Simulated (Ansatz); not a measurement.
# BrF2H3O2Zr: the cost of one run

All numbers below are computed with Ansatz 0.2.0 (RKS PBE/def2-SVP).

## 1. Starting point

Bond lengths: Zr1–O2 2.420 Å, O2–H3 1.010 Å, Zr1–F4 1.980 Å, Zr1–O5 2.069 Å, O5–H6 1.010 Å, Zr1–F7 1.979 Å, Zr1–Br8 3.000 Å. Angles: Zr1–O2–H3 109.5°, O2–Zr1–F4 109.4°, O2–Zr1–O5 109.5°, O2–Zr1–F7 109.5°, O2–Zr1–Br8 71.6°, F4–Zr1–O5 109.5°, F4–Zr1–F7 109.5°, F4–Zr1–Br8 67.2°, O5–Zr1–F7 109.5°, O5–Zr1–Br8 176.6°, F7–Zr1–Br8 72.8°, Zr1–O5–H6 109.5°.

As a file:

```xyz
9

Zr    0.0000    0.0000    0.0000
O     0.0000    0.0000    2.4200
H    -0.9095   -0.2814    2.7571
F     1.8671    0.0000   -0.6593
O    -0.9750    1.6891   -0.6893
H    -1.9328    1.4584   -0.9117
F    -0.9326   -1.6157   -0.6593
Br    1.5658   -2.3777    0.9460
H     0.7468   -1.1340    2.2225
```

## 2. Pulling towards end A

Springs on the bonds that form and break draw the guess towards this end; the thresholds are loose.

File input.yaml:

```yaml
crystal:
  periodic: [false, false, false]
  atoms:
    - { symbol: Zr, position_ang: [0.0, 0.0, 0.0] }
    - { symbol: O, position_ang: [0.0, 0.0, 2.42] }
    - { symbol: H, position_ang: [-0.9095, -0.2814, 2.7571] }
    - { symbol: F, position_ang: [1.8671, 0.0, -0.6593] }
    - { symbol: O, position_ang: [-0.975, 1.6891, -0.6893] }
    - { symbol: H, position_ang: [-1.9328, 1.4584, -0.9117] }
    - { symbol: F, position_ang: [-0.9326, -1.6157, -0.6593] }
    - { symbol: Br, position_ang: [1.5658, -2.3777, 0.946] }
    - { symbol: H, position_ang: [0.7468, -1.134, 2.2225] }
basis:
  gaussian: { orbitals: def2-SVP }
hamiltonian:
  xc: pbe
relax:
  f_tol: 0.15
  max_steps: 25
  restrain:
    - { distance: [0, 7], at: 3.9, k: 30.0 }
    - { distance: [8, 1], at: 2.21, k: 30.0 }
    - { distance: [0, 1], at: 2.07, k: 30.0 }
    - { distance: [8, 7], at: 1.55, k: 30.0 }
```

Started as:

```console
$ ansatz run input.yaml --threads 4 --pin off --max-ram 5120MiB --backend cpu --events-out ev --progress --plain --runs-dir out
```

**Question.** How long does this run take on 4 threads of Arm Neoverse V1, shared host, and how much memory does it need?

About 28 s, with a peak of 0.2 GiB.
